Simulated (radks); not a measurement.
# The Coulomb parameter U of the 3d shell of Cu²⁺

The task here is to estimate one member of a computed series from the others.

Program: radks (a radial shooting solver on a logarithmic mesh, Libxc functionals) version 1. Level of theory: Dirac Kohn-Sham, PBE, spin-unpolarised, spherical densities, point nucleus; open shells are shared between the two j in proportion to 2j + 1. These are calculated values, not measurements, unless marked.

## The atom as given

* element: copper (Z = 29)
* charge: +2
* electrons: 27
* configuration: [Ar] 3d8 4p1

Outer shells as boxes (Hund's rule):

Cu²⁺
```
[Ar] core
3d [↑↓][↑↓][↑↓][↑ ][↑ ]
4p [↑ ][  ][  ]
```

Set-up of the first run:

Input:

```text
Z 29
configuration [Ar] 3d8 4p1
relativity Dirac
functional pbe,pbe
spin unpolarised
j_filling average
nucleus point
c 137.035999084
```

Among the steps run: Start: [Ar] 3d8 4p1.

One table of the session follows, with a row left open; its other results are not shown here.

Sizes of the orbitals, from the radial functions (bohr):

```
level     <r>  outermost maximum (interpolated)  90 % within  nodes
2p3/2  0.2075                             0.159        0.339      0
3s1/2  0.7053                             0.612         1.06      2
3p1/2       ?                                 ?            ?      ?
3p3/2  0.7402                             0.619         1.14      1
3d3/2  0.8631                             0.587         1.47      0
3d5/2  0.8679                             0.589         1.48      0
4p1/2   2.586                              2.21         3.86      2
4p3/2   2.612                              2.24         3.89      2
```

Q: Estimate the row for 3p1/2 from the others.

The run gave: <r>: 0.7302; outermost maximum (interpolated): 0.612; 90 % within: 1.12; nodes: 1. In the column «<r>» it lies between 3s1/2 (0.7053) and 3p3/2 (0.7402).
